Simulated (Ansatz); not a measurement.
# GeBr₂: small, medium and large basis sets

One table from this session's results is given with a row withheld; the runs are named, their logs left out.

Method: one geometry, several basis sets; program: Ansatz 0.2.0, Gaussian basis.

Levels to be run: PBE0-D4/def2-SVP; ωB97M-V/def2-SVP; PBE0-D4/def2-QZVPP; ωB97M-V/def2-QZVPP; the functionals' def2-TZVPP values are taken from earlier runs.

### The relaxed structure

An earlier PBE0-D4 in a triple-zeta def2 set relaxation fixed the geometry.

SMILES `[Br][Ge][Br]`, 3 atoms, charge 0, spin multiplicity 1.

Atoms are counted from 1 here; the program's logs count them from 0.

Bond lengths: Br1–Ge2 2.341 Å, Ge2–Br3 2.341 Å. Angles: Br1–Ge2–Br3 100.9°.

Geometry (Å):

```xyz
3
charge 0, multiplicity 1
Br   -0.28496    1.78256   -0.42050
Ge   -0.89911   -0.37976    0.23384
Br    1.17307   -1.46761    0.17336
```

The first run:

Input file in.yaml:

```yaml
crystal:
  periodic: [false, false, false]
  atoms:
    - {symbol: Br, position_ang: [-0.284960, 1.782562, -0.420499]}
    - {symbol: Ge, position_ang: [-0.899107, -0.379756, 0.233839]}
    - {symbol: Br, position_ang: [1.173067, -1.467606, 0.173359]}
basis:
  gaussian: {orbitals: def2-SVP}
hamiltonian: {xc: pbe0, dispersion: d4}
output: {orbitals: {seedname: orbitals}}
```

Command:

```sh
ansatz run in.yaml --threads 4 --pin off --events-out ev --progress --plain --max-ram 10444MiB
```

Steps of the session up to this table: PBE0-D4 in def2-SVP; ωB97M-V in def2-SVP; PBE0-D4 in def2-QZVPP; ωB97M-V in def2-QZVPP.

One of the session's tables, all rows but one given; the rest of the session is left out.

```
functional       basis  HOMO (eV)  LUMO (eV)
   PBE0-D4    def2-SVP      -7.72      -3.17
   PBE0-D4  def2-TZVPP      -7.79      -3.22
   PBE0-D4  def2-QZVPP          ?          ?
   ωB97M-V    def2-SVP      -9.70      -1.24
   ωB97M-V  def2-TZVPP      -9.81      -1.31
   ωB97M-V  def2-QZVPP      -9.83      -1.37
```

**Question.** Estimate the row for PBE0-D4, def2-QZVPP.

**Answer.** HOMO (eV): -7.81; LUMO (eV): -3.23. In the column «HOMO (eV)» it lies between ωB97M-V, def2-SVP (-9.70) and PBE0-D4, def2-TZVPP (-7.79).
